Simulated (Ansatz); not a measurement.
# C3H9AlS: how energies converge with the basis set

An exercise on one series of results from a longer session: the logs are not shown, and one member is left open.

Method: one geometry, several basis sets; program: Ansatz 0.2.0, Gaussian basis.

Levels to be run: PBE0-D4/def2-SVP; ωB97M-V/def2-SVP; PBE0-D4/def2-QZVPP; ωB97M-V/def2-QZVPP; the functionals' def2-TZVPP values are taken from earlier runs.

### The geometry

The geometry comes from an earlier relaxation with PBE0-D4 in a triple-zeta def2 set; it is a stationary point, not always the lowest conformer.

14 atoms, charge 0, spin multiplicity 1.

Atoms are counted from 1 here; the program's logs count them from 0.

Bond lengths: C1–C2 1.514 Å, C1–H6 1.092 Å, C1–H7 1.092 Å, C1–H8 1.092 Å, C2–S3 1.813 Å, C2–H9 1.093 Å, C2–H10 1.092 Å, S3–C4 1.846 Å, S3–Al5 2.418 Å, C4–Al5 1.964 Å, C4–H11 1.088 Å, C4–H12 1.089 Å, Al5–H13 1.585 Å, Al5–H14 1.589 Å. Angles: C2–C1–H6 111.0°, C2–C1–H7 109.9°, C2–C1–H8 111.5°, H6–C1–H7 108.2°, H6–C1–H8 108.3°, H7–C1–H8 107.9°, C1–C2–S3 110.5°, C1–C2–H9 111.6°, C1–C2–H10 111.2°, S3–C2–H9 106.9°, S3–C2–H10 107.9°, H9–C2–H10 108.5°, C2–S3–C4 100.8°, C2–S3–Al5 100.4°, C4–S3–Al5 52.8°, S3–C4–Al5 78.7°, S3–C4–H11 109.2°, S3–C4–H12 107.3° and more.

The first run:

Contents of in.yaml:

```yaml
crystal:
  periodic: [false, false, false]
  atoms:
    - {symbol: C, position_ang: [-2.007807, 0.457212, -0.759842]}
    - {symbol: C, position_ang: [-0.784250, -0.420867, -0.608849]}
    - {symbol: S, position_ang: [0.727126, 0.577400, -0.685664]}
    - {symbol: C, position_ang: [1.954302, -0.598965, 0.033322]}
    - {symbol: Al, position_ang: [1.454240, 0.448681, 1.616909]}
    - {symbol: H, position_ang: [-2.079282, 1.172230, 0.061850]}
    - {symbol: H, position_ang: [-2.909664, -0.158786, -0.754233]}
    - {symbol: H, position_ang: [-1.987195, 1.014642, -1.698620]}
    - {symbol: H, position_ang: [-0.718611, -1.160048, -1.410724]}
    - {symbol: H, position_ang: [-0.790917, -0.946685, 0.348553]}
    - {symbol: H, position_ang: [1.629780, -1.618801, -0.164378]}
    - {symbol: H, position_ang: [2.908775, -0.409035, -0.455357]}
    - {symbol: H, position_ang: [2.385656, 1.659555, 2.039809]}
    - {symbol: H, position_ang: [0.205046, -0.045831, 2.466122]}
basis:
  gaussian: {orbitals: def2-SVP}
hamiltonian: {xc: pbe0, dispersion: d4}
output: {orbitals: {seedname: orbitals}}
```

Run with:

```console
$ ansatz run in.yaml --threads 4 --pin off --events-out ev --progress --plain --max-ram 10444MiB
```

Steps of the session up to this table: PBE0-D4 in def2-SVP; ωB97M-V in def2-SVP; PBE0-D4 in def2-QZVPP; ωB97M-V in def2-QZVPP.

One of the session's tables, all rows but one given; the rest of the session is left out.

It belongs to the step «Functionals by basis». 

| functional | basis | HOMO (eV) | LUMO (eV) |
| --- | --- | --- | --- |
| PBE0-D4 | def2-SVP | -6.77 | 0.07 |
| PBE0-D4 | def2-TZVPP | -6.74 | -0.14 |
| PBE0-D4 | def2-QZVPP | -6.75 | -0.29 |
| ωB97M-V | def2-SVP | -8.90 | 1.73 |
| ωB97M-V | def2-TZVPP | ? | ? |
| ωB97M-V | def2-QZVPP | -8.91 | 0.91 |

**Question.** Estimate the row for ωB97M-V, def2-TZVPP.

The run gave: HOMO (eV): -8.90; LUMO (eV): 1.36.
